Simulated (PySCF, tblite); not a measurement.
# C₆H₁₀O₂SSi: geometry, infrared bands and NMR shifts

Wanted: the infrared bands and NMR shifts of C₆H₁₀O₂SSi (`CO[C@@H]([SiH2]C=C=O)C(C)=S`), by calculation.

The runs use tblite 0.8.0 and PySCF 2.14.0, with density-fitted response routines of our own; the level of theory stands in each step. All values are computed, except where a source is named. Atoms are numbered from 0 throughout.

## Step 1: The starting structure

20 atoms, charge 0, multiplicity 1; geometry from: force field or distance geometry start.

Bonds of the start (Å): C0–O1 1.38, O1–C2 1.36, C2–Si3 1.84, Si3–C4 1.83, C4–C5 1.28, C5–O6 1.23, C2–C7 1.49, C7–C8 1.50, C7–S9 1.46, C0–H10 1.12, C0–H11 1.12, C0–H12 1.08, C2–H13 1.14, Si3–H14 1.47, Si3–H15 1.46, C4–H16 1.08, C8–H17 1.09, C8–H18 1.13, C8–H19 1.10.

## Step 2: Optimising the geometry with GFN2-xTB

What the job is given:

```
{"job": {"kind": "relax", "xc": "GFN2-xTB", "basis": "xTB"}, "charge": 0, "multiplicity": 1}
C     -0.146300     2.351400     0.572100
O     -0.235000     0.998400     0.800700
C     -0.424500     0.336800    -0.373100
Si     0.870700    -0.871100    -0.867100
C      2.565700    -0.381700    -0.394200
C      3.042700    -0.770700     0.728000
O      3.521700    -1.125500     1.799300
C     -1.736200    -0.373500    -0.432500
C     -2.055500    -1.457900     0.551000
S     -2.687500     0.000000    -1.470700
H      0.008700     2.910600     1.528100
H     -1.101300     2.768800     0.168100
H      0.640700     2.565300    -0.130900
H     -0.472700     1.125100    -1.189700
H      0.639100    -2.217400    -0.325400
H      0.844300    -0.983700    -2.322400
H      3.174200     0.232600    -1.048100
H     -1.150600    -1.843700     1.028400
H     -2.707300    -0.994300     1.342700
H     -2.596100    -2.258900     0.032600
```

The run is started by

```bash
$ OMP_NUM_THREADS=1 python probes_run.py task.json out
```

This one command runs all jobs of the session in turn.

**Question.** This job is followed by: GFN2-xTB harmonic vibrations, gas phase; GIAO PBE0/pcSseg-1 NMR shielding, non-relativistic, gas phase. What will the session give for the following? strongest single infrared mode (GFN2-xTB); zero-point energy (GFN2-xTB); ¹³C shifts against TMS (PBE0/pcSseg-1); ¹H shifts against TMS (PBE0/pcSseg-1, means over atoms taken as alike); ¹⁷O shifts against H2O (PBE0/pcSseg-1); ²⁹Si shifts against TMS (PBE0/pcSseg-1); ³³S shifts against CS2 (PBE0/pcSseg-1).

The runs gave:

```
                                                              quantity                                     value
                             strongest single infrared mode (GFN2-xTB)                    2266 cm⁻¹, 1406 km/mol
                                          zero-point energy (GFN2-xTB)                             88.7 kcal/mol
                                ¹³C shifts against TMS (PBE0/pcSseg-1)  276.0, 182.9, 99.8, 62.9, 34.1, -5.4 ppm
¹H shifts against TMS (PBE0/pcSseg-1, means over atoms taken as alike)    4.97, 4.69, 4.41, 3.55, 3.12, 1.58 ppm
                                ¹⁷O shifts against H2O (PBE0/pcSseg-1)                           313.5, 51.0 ppm
                               ²⁹Si shifts against TMS (PBE0/pcSseg-1)                                 -25.3 ppm
                                ³³S shifts against CS2 (PBE0/pcSseg-1)                                   887 ppm
```

In words: Over 260 steps the energy fell by 1.850 eV; of the close pairs, C7–S9 changed most, 1.457 to 1.633 Å. No mode is imaginary among the 54: a minimum at this level. The strongest single mode, at 2266 cm⁻¹, moves mainly C5. GFN2-xTB is a fitted tight-binding method: band positions and strengths are rough. Its intensities can rank the bands wrongly. The most deshielded carbon is C7 (thiocarbonyl carbon), at 276.0 ppm: the small n→π* gap of C=S deshields it strongly. The most deshielded hydrogen is H13 (hydrogen on an sp3 CH bonded to O and Si), at 4.97 ppm: its carbon carries O, which withdraws density. At PBE0/pcSseg-1: The largest span, 2146 ppm, is at S9, where the paramagnetic term is -1441 ppm.
